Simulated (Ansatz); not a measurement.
# CH5FNSTa: one species, many methods

An exercise on one series of results from a longer session: the logs are not shown, and one member is left open.

Computed with Ansatz 0.2.0, Gaussian basis. Level: functionals in def2-TZVPP, the program's frozen cores in correlated methods.

Levels to be run: LDA (SPW92), PBE-D4, revPBE-D4, BLYP-D4, r2SCAN-D4, B97M-V, PBE0-D4, B3LYP-D4, r2SCANh-D4, r2SCAN0-D4, HSE06-D4, BHLYP-D4, CAM-B3LYP-D4, LC-ωPBE, ωB97X-V, ωB97M-V, B2PLYP, PBE-QIDH; CCSD(T)/def2-SVP; CCSD(T)/def2-TZVPP; MP2/def2-QZVPP; extrapolation to the limit; RPA on PBE.

**The geometry**

The geometry comes from an earlier relaxation with PBE0-D4 in a triple-zeta def2 set; it is a stationary point, not always the lowest conformer. Ta takes the def2 core potential; no spin-orbit term is included.

SMILES `[CH3][Ta]([NH2])([F])=[S]`, 10 atoms, charge 0, spin multiplicity 1.

Atoms are counted from 1 here; the program's logs count them from 0.

Bond lengths: C1–Ta2 2.145 Å, C1–H6 1.093 Å, C1–H7 1.097 Å, C1–H8 1.096 Å, Ta2–N3 1.955 Å, Ta2–F4 1.877 Å, Ta2–S5 2.160 Å, N3–H9 1.009 Å, N3–H10 1.012 Å. Angles: Ta2–C1–H6 111.9°, Ta2–C1–H7 110.4°, Ta2–C1–H8 109.6°, H6–C1–H7 108.5°, H6–C1–H8 107.9°, H7–C1–H8 108.5°, C1–Ta2–N3 105.7°, C1–Ta2–F4 106.6°, C1–Ta2–S5 105.7°, N3–Ta2–F4 114.8°, N3–Ta2–S5 107.9°, F4–Ta2–S5 115.3°, Ta2–N3–H9 126.0°, Ta2–N3–H10 123.4°, H9–N3–H10 110.4°.

Set-up of the first run:

Input file in.yaml:

```yaml
crystal:
  periodic: [false, false, false]
  atoms:
    - {symbol: C, position_ang: [-1.299390, -0.828121, -0.204978]}
    - {symbol: Ta, position_ang: [0.294357, 0.573447, -0.514552]}
    - {symbol: N, position_ang: [1.548859, 0.282890, 0.956273]}
    - {symbol: F, position_ang: [0.990426, 0.224736, -2.222861]}
    - {symbol: S, position_ang: [-0.588049, 2.528111, -0.259230]}
    - {symbol: H, position_ang: [-1.793201, -0.678691, 0.758139]}
    - {symbol: H, position_ang: [-0.917139, -1.855302, -0.245116]}
    - {symbol: H, position_ang: [-2.052569, -0.707452, -0.991457]}
    - {symbol: H, position_ang: [1.717600, 0.914659, 1.725333]}
    - {symbol: H, position_ang: [2.182006, -0.505277, 1.001448]}
basis:
  gaussian: {orbitals: def2-TZVPP}
hamiltonian: {xc: lda}
output: {orbitals: {seedname: orbitals}}
```

On the command line:

```console
$ ansatz run in.yaml --threads 4 --pin off --events-out ev --progress --plain --max-ram 10444MiB
```

Among the steps run: LDA; PBE-D4 (GGA); revPBE-D4 (GGA); BLYP-D4 (GGA); r2SCAN-D4 (meta-GGA); B97M-V (meta-GGA); B3LYP-D4 (hybrid); r2SCANh-D4 (hybrid); r2SCAN0-D4 (hybrid); HSE06-D4 (hybrid); BHLYP-D4 (hybrid); CAM-B3LYP-D4 (range-separated); LC-ωPBE (range-separated); ωB97X-V (range-separated); ωB97M-V (range-separated); B2PLYP (double hybrid); PBE-QIDH (double hybrid).

One of the session's tables, all rows but one given; the rest of the session is left out.

It belongs to the step «Orbital energies across the functionals». 

```
  functional  HOMO (eV)  LUMO (eV)  gap (eV)
 LDA (SPW92)      -6.48      -2.66      3.81
      PBE-D4      -6.31      -2.44      3.87
   revPBE-D4      -6.24      -2.36      3.88
     BLYP-D4      -6.13      -2.31      3.82
   r2SCAN-D4      -6.57      -2.29      4.28
      B97M-V      -6.59      -2.23      4.36
     PBE0-D4      -7.47      -1.59      5.88
    B3LYP-D4      -7.22      -1.81      5.42
  r2SCANh-D4          ?          ?         ?
  r2SCAN0-D4      -7.65      -1.49      6.16
    HSE06-D4      -7.07      -1.97      5.10
    BHLYP-D4      -8.46      -0.59      7.87
CAM-B3LYP-D4      -8.73      -0.47      8.25
     LC-ωPBE     -10.07       0.67     10.74
     ωB97X-V      -9.73       0.59     10.32
     ωB97M-V      -9.60       0.52     10.12
```

Estimate the missing values for r2SCANh-D4.

Worked estimate for «HOMO (eV)». Against the share of exact exchange, r2SCAN-D4 (0, -6.57), r2SCAN0-D4 (0.25, -7.65) give a slope of -4.32 per unit share; at 0.1 the line stands at -7.00.

The run gave: HOMO (eV): -7.00; LUMO (eV): -1.97; gap (eV): 5.03. In «HOMO (eV)» the line misses by 0.00.
